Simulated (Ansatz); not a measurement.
# Cl3FH4SiTi: the cost of one run

Method: RKS PBE-D4/def2-SVP, in Ansatz 0.2.0.

### 1 The structure to begin with

Bond lengths: Ti1–F2 2.180 Å, Ti1–Cl3 2.370 Å, Ti1–Cl4 2.368 Å, Ti1–Cl5 2.368 Å, Ti1–Si6 2.760 Å, Si6–H7 1.460 Å, Si6–H8 1.460 Å, Si6–H9 1.460 Å. Angles (14 of 16 angles, heavy atoms first): F2–Ti1–Cl3 109.4°, F2–Ti1–Cl4 109.5°, F2–Ti1–Cl5 109.5°, F2–Ti1–Si6 71.6°, Cl3–Ti1–Cl4 109.5°, Cl3–Ti1–Cl5 109.5°, Cl3–Ti1–Si6 178.9°, Cl4–Ti1–Cl5 109.5°, Cl4–Ti1–Si6 70.0°, Cl5–Ti1–Si6 70.0°, Ti1–Si6–H7 109.5°, Ti1–Si6–H8 109.5°, Ti1–Si6–H9 109.5°, H7–Si6–H8 109.4°.

Coordinates:

```xyz
10

Ti    0.0000    0.0000    0.0000
F     0.0000    0.0000    2.1800
Cl    2.2349    0.0000   -0.7892
Cl   -1.1163    1.9339   -0.7892
Cl   -1.1163   -1.9339   -0.7892
Si   -2.6192    0.0000    0.8703
H    -3.4072   -0.9102    0.0444
H    -2.6704   -0.4389    2.2618
H    -3.1675    1.3491    0.7657
H    -1.2454    0.0000    2.0588
```

### 2 Pulling towards end A

Springs on the bonds that form and break draw the guess towards this end; the thresholds are loose.

Input file input.yaml:

```yaml
crystal:
  periodic: [false, false, false]
  atoms:
    - { symbol: Ti, position_ang: [0.0, 0.0, 0.0] }
    - { symbol: F, position_ang: [0.0, 0.0, 2.18] }
    - { symbol: Cl, position_ang: [2.2349, 0.0, -0.7892] }
    - { symbol: Cl, position_ang: [-1.1163, 1.9339, -0.7892] }
    - { symbol: Cl, position_ang: [-1.1163, -1.9339, -0.7892] }
    - { symbol: Si, position_ang: [-2.6192, 0.0, 0.8703] }
    - { symbol: H, position_ang: [-3.4072, -0.9102, 0.0444] }
    - { symbol: H, position_ang: [-2.6704, -0.4389, 2.2618] }
    - { symbol: H, position_ang: [-3.1675, 1.3491, 0.7657] }
    - { symbol: H, position_ang: [-1.2454, 0.0, 2.0588] }
basis:
  gaussian: { orbitals: def2-SVP }
hamiltonian:
  xc: pbe
  dispersion: d4
relax:
  f_tol: 0.15
  max_steps: 25
  restrain:
    - { distance: [0, 5], at: 3.66, k: 30.0 }
    - { distance: [9, 1], at: 2.12, k: 30.0 }
    - { distance: [0, 1], at: 1.83, k: 30.0 }
    - { distance: [9, 5], at: 1.46, k: 30.0 }
```

The run is started by

```
> ansatz run input.yaml --threads 4 --pin off --max-ram 5120MiB --backend cpu --events-out ev --progress --plain --runs-dir out
```

What time and memory should one allow on 4 threads of Arm Neoverse V1, shared host?

About 35 s, with a peak of 0.24 GiB.
